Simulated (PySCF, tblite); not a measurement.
# C₆H₁₁B: geometry, infrared bands, NMR shifts, spin-spin couplings, electronic excitations and core binding energies

Aim: predict the infrared bands, NMR shifts, spin-spin couplings, electronic excitations and core binding energies of C₆H₁₁B (`B[C@@H]1C[C@H]1C1CC1`).

Computed with tblite 0.8.0 and PySCF 2.14.0, with density-fitted response routines of our own, on a single molecule in the gas phase. Atoms are numbered from 0 throughout.

### 1 The molecule as given

18 atoms, charge 0, multiplicity 1; geometry from: force field or distance geometry start.

Bonds of the start (Å): B0–C1 1.59, C1–C2 1.53, C2–C3 1.54, C3–C4 1.54, C4–C5 1.53, C5–C6 1.52, C3–C1 1.52, C6–C4 1.52, B0–H7 1.19, B0–H8 1.18, C1–H9 1.12, C2–H10 1.11, C2–H11 1.11, C3–H12 1.09, C4–H13 1.10, C5–H14 1.11, C5–H15 1.12, C6–H16 1.12, C6–H17 1.10.

### 2 Geometry optimisation with GFN2-xTB

What the job is given:

```
{"job": {"kind": "relax", "xc": "GFN2-xTB", "basis": "xTB"}, "charge": 0, "multiplicity": 1}
B      2.577400     1.026200    -0.628900
C      1.504500     0.289100     0.291500
C      1.298600    -1.185400    -0.050200
C      0.226300    -0.140900    -0.406000
C     -1.002500    -0.188000     0.524200
C     -2.285500    -0.638900    -0.170700
C     -2.072800     0.833900     0.158900
H      2.249300     1.980400    -1.250900
H      3.696300     0.659500    -0.654200
H      1.451600     0.496100     1.394900
H      1.053100    -1.835300     0.814300
H      1.834700    -1.570900    -0.938500
H      0.125400     0.081600    -1.472800
H     -0.915300    -0.437700     1.594500
H     -2.201900    -0.864700    -1.249200
H     -3.005500    -1.151800     0.512400
H     -2.672500     1.189900     1.029800
H     -1.870000     1.463300    -0.724000
```

On the command line:

```
> OMP_NUM_THREADS=1 python probes_run.py task.json out
```

One launch serves the whole session: the jobs run in the order shown.

**Question.** This job is followed by: GFN2-xTB harmonic vibrations, gas phase; PBE0-D3(BJ)/def2-SVP geometry optimisation, gas phase; GIAO PBE0/pcSseg-1 NMR shielding, non-relativistic, gas phase; B3LYP/pcJ-1 indirect spin-spin coupling, non-relativistic, gas phase; TDDFT wB97X-D/def2-SVPD, vertical, gas phase, core orbitals frozen in the response; GIAO WP04/pcSseg-1 NMR shielding, non-relativistic, gas phase; delta-SCF UKS SCAN, pcX-2 on the ionised atom, pcseg-1 elsewhere, spin-free X2C. What will the session give for the following? strongest single infrared mode (GFN2-xTB); zero-point energy (GFN2-xTB); point group; rotational constants (main isotopes); ¹³C shifts against TMS (PBE0/pcSseg-1); ¹H shifts against TMS (PBE0/pcSseg-1, means over atoms taken as alike); ¹¹B shifts against BF3·OEt2 (PBE0/pcSseg-1); surface potential, 1st and 99th percentile; largest coupling of the table (B3LYP/pcJ-1); lowest singlet (wB97X-D/def2-SVPD); brightest single state of those computed; lowest triplet; vertical ionisation energy (ΔSCF); C1s binding energies, SCAN/pcX-2; range of the shift of B0.

As calculated:

```
                                                              quantity                                                                value
                             strongest single infrared mode (GFN2-xTB)                                                2661 cm⁻¹, 158 km/mol
                                          zero-point energy (GFN2-xTB)                                                        95.7 kcal/mol
                                                           point group                                                                   C1
                                  rotational constants (main isotopes)                                                 5.84, 1.62, 1.43 GHz
                                ¹³C shifts against TMS (PBE0/pcSseg-1)                                 32.9, 27.8, 22.9, 17.8, 8.0, 7.1 ppm
¹H shifts against TMS (PBE0/pcSseg-1, means over atoms taken as alike)       6.78, 1.39, 1.29, 1.16, 0.64, 0.54, 0.47, 0.33, 0.06, 0.01 ppm
                           ¹¹B shifts against BF3·OEt2 (PBE0/pcSseg-1)                                                             81.0 ppm
                                 surface potential, 1st and 99th percentile                                                   -0.50 V and 0.82 V
                           largest coupling of the table (B3LYP/pcJ-1)                                             ¹J(C,H) C2–H11, 173.8 Hz
                                    lowest singlet (wB97X-D/def2-SVPD)                                          5.75 eV (216 nm), f = 0.044
                              brightest single state of those computed                                          state 3, 6.70 eV, f = 0.155
                                                        lowest triplet                                                              5.17 eV
                                     vertical ionisation energy (ΔSCF)                                                              9.34 eV
                                      C1s binding energies, SCAN/pcX-2  C3 290.85, C4 290.74, C2 290.63, C5 290.55, C6 290.55, C1 290.01 eV
                                              range of the shift of B0                                                     75.1 to 81.0 ppm
```

What this shows: Relaxing lowered the energy by 0.844 eV in 138 steps; the close pair that moved most is B0–C1, from 1.594 to 1.533 Å (GFN2-xTB). All 48 modes are real, so the xTB geometry is a minimum. The strongest single mode, at 2661 cm⁻¹, moves mainly H8. Unscaled tight-binding wavenumbers are off by several per cent, some by more. Its intensities can rank the bands wrongly. Over 8 steps the energy fell by 0.121 eV; of the close pairs, C1–C3 changed most, 1.501 to 1.550 Å (PBE0/def2-SVP). At PBE0/pcSseg-1: The widest tensor belongs to B0: span 175 ppm, with a paramagnetic part of -173 ppm. At PBE0/pcSseg-1, counted by nearest atom on the grid, the HOMO lies on C1, C3, C4 about 16 % each; C2, C5, C6 about 9 % each, the LUMO on B0 49 %; H7, H8 about 14 % each. Of the pairs tabulated at B3LYP/pcJ-1, C2–H11 couples most strongly (173.8 Hz; Fermi contact 172.4 Hz). Couplings across rotatable bonds belong to this one conformer; where others are populated, the observed values are averages. The orbital energy would give 9.24 eV for ionisation, ΔSCF gives 9.34 eV. Across the 2 runs the shift of B0 moves most, between 75.1 (WP04/pcSseg-1) and 81.0 ppm (PBE0/pcSseg-1). Most of that comes from the computed reference, not from the atom's own shielding.
